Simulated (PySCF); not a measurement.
# The bond of TmS, level by level

One table from this session's results is given with a row withheld; the runs are named, their logs left out.

Method: Tm x2c-SVPall, S x2c-SVPall, spin-free X2C with a Gaussian nucleus; program: PySCF 2.14.0.

Set-up of the first run:

The job is set up so:

```
atoms                         : Tm, S
charge                        : 0
basis                         : Tm x2c-SVPall, S x2c-SVPall
Hamiltonian                   : spin-free X2C with a Gaussian nucleus
basis functions               : 103
electrons treated             : 85
masses in u                   : 168.9342, 31.9721
levels                        : PBE0, PBE, r²SCAN, B3LYP, revPBE, LC-ωPBE, HF, MP2, SCS-MP2
grid                          : 80 radial by 434 angular points
occupations                   : held fixed by the projection of orbital angular momentum
dissociation limit            : Tm + S, each in its ground configuration
starting distance in angstrom : 2.263
values of 2S to try           : 1, 3
```

Run with:

```sh
$ OMP_NUM_THREADS=2 python dia.py task.json out
```

Steps of the session up to this table: The job; First curve: PBE0; Excited determinants; PBE (GGA); r²SCAN (meta-GGA); B3LYP (global hybrid GGA); revPBE; LC-ωPBE (range-separated hybrid); ROHF.

One table of the session follows, with a row left open; its other results are not shown here.

It belongs to the step «The curves together». Energy (eV) from each level's lowest point:

| R (Å) | ROHF | ROHF-MP2 | ROHF-SCS-MP2 | PBE | revPBE |
| --- | --- | --- | --- | --- | --- |
| 2.004 | 2.103 | 1.258 | 1.429 | 1.334 | 1.394 |
| 2.097 | 1.110 | 0.580 | 0.687 | 0.608 | 0.648 |
| 2.190 | 0.486 | 0.190 | 0.247 | 0.200 | 0.222 |
| 2.260 | ? | ? | ? | ? | ? |
| 2.330 | 0.052 | 0.000 | 0.000 | 0.000 | 0.000 |
| 2.400 | 0.000 | 0.031 | 0.009 | 0.029 | 0.019 |
| 2.493 | 0.050 | 0.160 | 0.111 | 0.158 | 0.136 |
| 2.610 | 0.246 | 0.410 | 0.334 | 0.416 | 0.382 |
| 2.749 | 0.595 | 0.776 | 0.668 | 0.806 | 0.758 |
| 2.936 | 1.122 | 1.315 | 1.156 | 1.374 | 1.312 |

Q: Estimate the row for R (Å) = 2.260 from the others.

Worked estimate for «ROHF». A straight line through the neighbours (2.190, 0.486) and (2.330, 0.052) gives 0.486 + (0.052 − 0.486) × (2.260 − 2.190) / (2.330 − 2.190) = 0.269; a parabola fitted to 4 rows on both sides gives 0.200.

As computed: ROHF: 0.206; ROHF-MP2: 0.046; ROHF-SCS-MP2: 0.072; PBE: 0.049; revPBE: 0.060. In «ROHF» the line misses by +0.063 and the parabola by -0.006.

To keep in mind: The state is the lowest single determinant that the PBE0 search found; with open d or f shells the true ground state can be another one.
